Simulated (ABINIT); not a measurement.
Crystal: TaO.

```
CELL_PARAMETERS angstrom
3.06611 0.00000 0.00000
-1.53306 2.65533 0.00000
0.00000 0.00000 3.85502
ATOMIC_POSITIONS crystal
Ta 0.00000 0.00000 0.50000
O 0.00000 0.00000 0.00000
```

The cell was built by a generator and needn't be a form met in nature.

Base run:

* Program: ABINIT 10.8.3 (patched build)
* Functional: AM05
* Potentials or basis: JTH PAW PBE v2.0
* Cutoff: 762 eV
* k mesh: 10 × 10 × 7
* Occupations: fermi-dirac, width 0.05 eV
* Spin: no spin polarisation

Its results: band gap on the k mesh none (metal or under the smearing width); pressure -5.5 GPa.

Problem. After a change of settings the same cell gave: band gap on the k mesh none (metal or under the smearing width); pressure 2.6 GPa. Which change was it?
A. functional from AM05 to PW91
B. functional from AM05 to revPBE
C. functional from AM05 to SCAN
D. functional from AM05 to BLYP

Solution. B.

revPBE binds less tightly than AM05, so the same cell stands under more pressure.

Caveats: the PAW data sets were made with another functional, which shifts forces and pressure a little; an odd number of electrons without spin polarisation forces a metal; a magnetic or distorted state may lie lower; the atomic spheres overlap.

Runs at the PBE level aren't shown here.
